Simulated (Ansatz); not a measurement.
# SiBr4: one species, many methods

One table from this session's results is given with a row withheld; the runs are named, their logs left out.

Method: functionals in def2-TZVPP, the program's frozen cores in correlated methods; program: Ansatz 0.2.0, Gaussian basis.

Levels to be run: LDA (SPW92), PBE-D4, revPBE-D4, BLYP-D4, r2SCAN-D4, B97M-V, PBE0-D4, B3LYP-D4, r2SCANh-D4, r2SCAN0-D4, HSE06-D4, BHLYP-D4, CAM-B3LYP-D4, LC-ωPBE, ωB97X-V, ωB97M-V, B2PLYP, PBE-QIDH; CCSD(T)/def2-SVP; CCSD(T)/def2-TZVPP; MP2/def2-QZVPP; extrapolation to the limit; RPA on PBE.

2 further runs of the same task are left out: 2 that didn't finish.

### The geometry

The geometry comes from an earlier relaxation with PBE0-D4 in a triple-zeta def2 set; it is a stationary point.

SMILES `Br[Si](Br)(Br)Br`, 5 atoms, charge 0, spin multiplicity 1.

Atoms are counted from 1 here; the program's logs count them from 0.

Bond lengths: Br1–Si2 2.194 Å, Si2–Br3 2.194 Å, Si2–Br4 2.194 Å, Si2–Br5 2.194 Å. Angles: Br1–Si2–Br3 109.5°, Br1–Si2–Br4 109.5°, Br1–Si2–Br5 109.5°, Br3–Si2–Br4 109.5°, Br3–Si2–Br5 109.5°, Br4–Si2–Br5 109.5°.

Set-up of the first run:

in.yaml

```yaml
crystal:
  periodic: [false, false, false]
  atoms:
    - {symbol: Br, position_ang: [-1.190215, 0.095809, 1.824986]}
    - {symbol: Si, position_ang: [0.009974, -0.014739, -0.008279]}
    - {symbol: Br, position_ang: [1.848133, -1.145055, 0.388056]}
    - {symbol: Br, position_ang: [-1.144242, -1.022788, -1.578362]}
    - {symbol: Br, position_ang: [0.526250, 2.013073, -0.667801]}
basis:
  gaussian: {orbitals: def2-TZVPP}
hamiltonian: {xc: lda}
output: {orbitals: {seedname: orbitals}}
```

The run is started by

```bash
> ansatz run in.yaml --threads 2 --pin off --events-out ev --progress --plain --max-ram 22528MiB --backend cpu
```

Steps of the session up to this table: LDA; PBE-D4 (GGA); revPBE-D4 (GGA); BLYP-D4 (GGA); r2SCAN-D4 (meta-GGA); B97M-V (meta-GGA); B3LYP-D4 (hybrid); r2SCANh-D4 (hybrid); r2SCAN0-D4 (hybrid); HSE06-D4 (hybrid); BHLYP-D4 (hybrid); CAM-B3LYP-D4 (range-separated); LC-ωPBE (range-separated); ωB97X-V (range-separated); ωB97M-V (range-separated); B2PLYP (double hybrid); PBE-QIDH (double hybrid).

One table of the session follows, with a row left open; its other results are not shown here.

It belongs to the step «Orbital energies across the functionals». 

| functional | HOMO (eV) | LUMO (eV) | gap (eV) |
| --- | --- | --- | --- |
| LDA (SPW92) | -7.57 | -2.79 | 4.78 |
| PBE-D4 | -7.40 | -2.51 | 4.89 |
| revPBE-D4 | -7.34 | -2.40 | 4.94 |
| BLYP-D4 | -7.21 | -2.42 | 4.79 |
| r2SCAN-D4 | -7.76 | -2.25 | 5.51 |
| B97M-V | -7.82 | -2.13 | 5.69 |
| PBE0-D4 | ? | ? | ? |
| B3LYP-D4 | -8.41 | -1.89 | 6.51 |
| r2SCANh-D4 | -8.23 | -1.95 | 6.28 |
| r2SCAN0-D4 | -8.93 | -1.50 | 7.43 |
| HSE06-D4 | -8.30 | -2.02 | 6.28 |
| BHLYP-D4 | -9.80 | -0.68 | 9.13 |
| CAM-B3LYP-D4 | -9.99 | -0.61 | 9.38 |
| LC-ωPBE | -11.40 | 0.62 | 12.02 |
| ωB97X-V | -11.03 | 0.51 | 11.54 |
| ωB97M-V | -10.88 | 0.29 | 11.17 |

Q: Estimate the row for PBE0-D4 from the others.

**Answer.** HOMO (eV): -8.69; LUMO (eV): -1.64; gap (eV): 7.05. In the column «HOMO (eV)» it lies between r2SCAN0-D4 (-8.93) and B3LYP-D4 (-8.41).
